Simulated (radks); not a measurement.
# Spin polarisation of the 3p shell in S⁺

How much does S⁺ gain by aligning the spins in its 3p shell? The moment is raised step by step from zero.

Program: radks (a radial shooting solver on a logarithmic mesh, Libxc functionals) version 1. Level of theory: scalar-relativistic Kohn-Sham, r2SCAN, spin-polarised, spherical densities, finite nucleus. These are calculated values, not measurements, unless marked.

## (1) Starting point

| Quantity | Value |
| --- | --- |
| element | sulfur (Z = 16) |
| charge | +1 |
| electrons | 15 |
| configuration | [Ne] 3s2 3p(up 1.5, down 1.5) |
| nuclear rms radius | 3.2611 fm |

A shell typed twice in an input gives spin up, then spin down.

## (2) No moment

Input:

```text
Z 16
configuration [Ne] 3s2 3p1.5 3p1.5
relativity scalar-relativistic
functional r2scan,r2scan
spin polarised
nucleus finite rms 3.2611 fm
c 137.035999084
```

## (3) moment 0.75 in 3p

Input:

```text
Z 16
configuration [Ne] 3s2 3p1.875 3p1.125
relativity scalar-relativistic
functional r2scan,r2scan
spin polarised
nucleus finite rms 3.2611 fm
c 137.035999084
```

## (4) moment 1.5 in 3p

Input:

```text
Z 16
configuration [Ne] 3s2 3p2.25 3p0.75
relativity scalar-relativistic
functional r2scan,r2scan
spin polarised
nucleus finite rms 3.2611 fm
c 137.035999084
```

## (5) moment 2.25 in 3p

Input:

```text
Z 16
configuration [Ne] 3s2 3p2.625 3p0.375
relativity scalar-relativistic
functional r2scan,r2scan
spin polarised
nucleus finite rms 3.2611 fm
c 137.035999084
```

## (6) moment 3 in 3p

Input:

```text
Z 16
configuration [Ne] 3s2 3p3 3p0
relativity scalar-relativistic
functional r2scan,r2scan
spin polarised
nucleus finite rms 3.2611 fm
c 137.035999084
```

What does the calculation give? Wanted: for each run, moment; E − E(0); ε(3p up); ε(3p down); splitting.

**Answer**, as computed:

```tsv
moment (μB)	E − E(0) (eV)	ε(3p up) (eV)	ε(3p down) (eV)	splitting (eV)
0	0.000	-16.954	-16.954	0.000
0.75	-0.189	-17.424	-16.414	1.010
1.5	-0.761	-17.831	-15.784	2.046
2.25	-1.733	-18.177	-15.019	3.158
3	-3.142	-18.461	-14.139	4.322
```

In words: At a moment of 3 μB the energy has fallen by 3.14 eV and the 3p levels split by 4.32 eV, 1.441 eV per μB. The Stoner form E = −I m²/4 would give I = 1.397 eV. The energy falls at every step.
